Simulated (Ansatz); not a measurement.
# C₂H₇BO₃: a ladder of functionals and wavefunction methods

An exercise on one series of results from a longer session: the logs are not shown, and one member is left open.

The runs use Ansatz 0.2.0, Gaussian basis; functionals in def2-TZVPP, the program's frozen cores in correlated methods.

The runs, in order: LDA (SPW92), PBE-D4, revPBE-D4, BLYP-D4, r2SCAN-D4, B97M-V, PBE0-D4, B3LYP-D4, r2SCANh-D4, r2SCAN0-D4, HSE06-D4, BHLYP-D4, CAM-B3LYP-D4, LC-ωPBE, ωB97X-V, ωB97M-V, B2PLYP, PBE-QIDH; CCSD(T)/def2-SVP; CCSD(T)/def2-TZVPP; MP2/def2-QZVPP; extrapolation to the limit; RPA on PBE.

## The geometry

The geometry comes from an earlier relaxation with PBE0-D4 in a triple-zeta def2 set; it is a stationary point, not always the lowest conformer.

SMILES `CCOB(O)O`, 13 atoms, charge 0, spin multiplicity 1.

Atoms are counted from 1 here; the program's logs count them from 0.

Bond lengths: C1–C2 1.507 Å, C1–H7 1.092 Å, C1–H8 1.092 Å, C1–H9 1.093 Å, C2–O3 1.418 Å, C2–H10 1.095 Å, C2–H11 1.096 Å, O3–B4 1.355 Å, B4–O5 1.370 Å, B4–O6 1.376 Å, O5–H12 0.957 Å, O6–H13 0.957 Å. Angles: C2–C1–H7 110.7°, C2–C1–H8 110.7°, C2–C1–H9 110.3°, H7–C1–H8 108.2°, H7–C1–H9 108.5°, H8–C1–H9 108.5°, C1–C2–O3 108.8°, C1–C2–H10 110.7°, C1–C2–H11 110.7°, O3–C2–H10 109.8°, O3–C2–H11 109.7°, H10–C2–H11 107.2°, C2–O3–B4 120.9°, O3–B4–O5 116.0°, O3–B4–O6 119.1°, O5–B4–O6 124.9°, B4–O5–H12 115.3°, B4–O6–H13 115.4°.

The first run:

File in.yaml:

```yaml
crystal:
  periodic: [false, false, false]
  atoms:
    - {symbol: C, position_ang: [-0.955237, -1.059498, 1.666606]}
    - {symbol: C, position_ang: [-0.175889, -0.019712, 0.902671]}
    - {symbol: O, position_ang: [-0.161735, -0.377236, -0.469124]}
    - {symbol: B, position_ang: [0.488538, 0.386167, -1.379905]}
    - {symbol: O, position_ang: [0.438895, -0.051975, -2.677126]}
    - {symbol: O, position_ang: [1.140277, 1.521721, -0.957626]}
    - {symbol: H, position_ang: [-1.981461, -1.119363, 1.298621]}
    - {symbol: H, position_ang: [-0.495508, -2.043688, 1.556206]}
    - {symbol: H, position_ang: [-0.982342, -0.806934, 2.729210]}
    - {symbol: H, position_ang: [0.850918, 0.048667, 1.278070]}
    - {symbol: H, position_ang: [-0.630041, 0.970071, 1.021909]}
    - {symbol: H, position_ang: [0.900563, 0.496180, -3.311013]}
    - {symbol: H, position_ang: [1.583322, 2.020899, -1.643797]}
basis:
  gaussian: {orbitals: def2-TZVPP}
hamiltonian: {xc: lda}
output: {orbitals: {seedname: orbitals}}
```

Started as:

```bash
$ ansatz run in.yaml --threads 4 --pin off --events-out ev --progress --plain --max-ram 10444MiB
```

Among the steps run: LDA; PBE-D4 (GGA); revPBE-D4 (GGA); BLYP-D4 (GGA); r2SCAN-D4 (meta-GGA); B97M-V (meta-GGA); B3LYP-D4 (hybrid); r2SCANh-D4 (hybrid); r2SCAN0-D4 (hybrid); HSE06-D4 (hybrid); BHLYP-D4 (hybrid); CAM-B3LYP-D4 (range-separated); LC-ωPBE (range-separated); ωB97X-V (range-separated); ωB97M-V (range-separated); B2PLYP (double hybrid); PBE-QIDH (double hybrid).

One table of the session follows, with a row left open; its other results are not shown here.

It belongs to the step «Orbital energies across the functionals». 

```
  functional  HOMO (eV)  LUMO (eV)  gap (eV)
 LDA (SPW92)      -6.71      -0.76      5.95
      PBE-D4      -6.58      -0.60      5.97
   revPBE-D4      -6.52      -0.53      5.99
     BLYP-D4      -6.50      -0.68      5.83
   r2SCAN-D4      -6.90       0.14      7.03
      B97M-V      -7.02      -0.34      6.68
     PBE0-D4      -8.14       0.25      8.39
    B3LYP-D4      -7.91      -0.15      7.76
  r2SCANh-D4      -7.48       0.38      7.86
  r2SCAN0-D4      -8.37       0.73      9.09
    HSE06-D4          ?          ?         ?
    BHLYP-D4      -9.66       0.81     10.47
CAM-B3LYP-D4      -9.61       0.94     10.56
     LC-ωPBE     -10.95       2.30     13.25
     ωB97X-V     -10.62       2.10     12.73
     ωB97M-V     -10.54       1.61     12.16
```

**Question.** Estimate the row for HSE06-D4.

**Answer.** HOMO (eV): -7.73; LUMO (eV): -0.12; gap (eV): 7.61. In the column «HOMO (eV)» it lies between B3LYP-D4 (-7.91) and r2SCANh-D4 (-7.48).
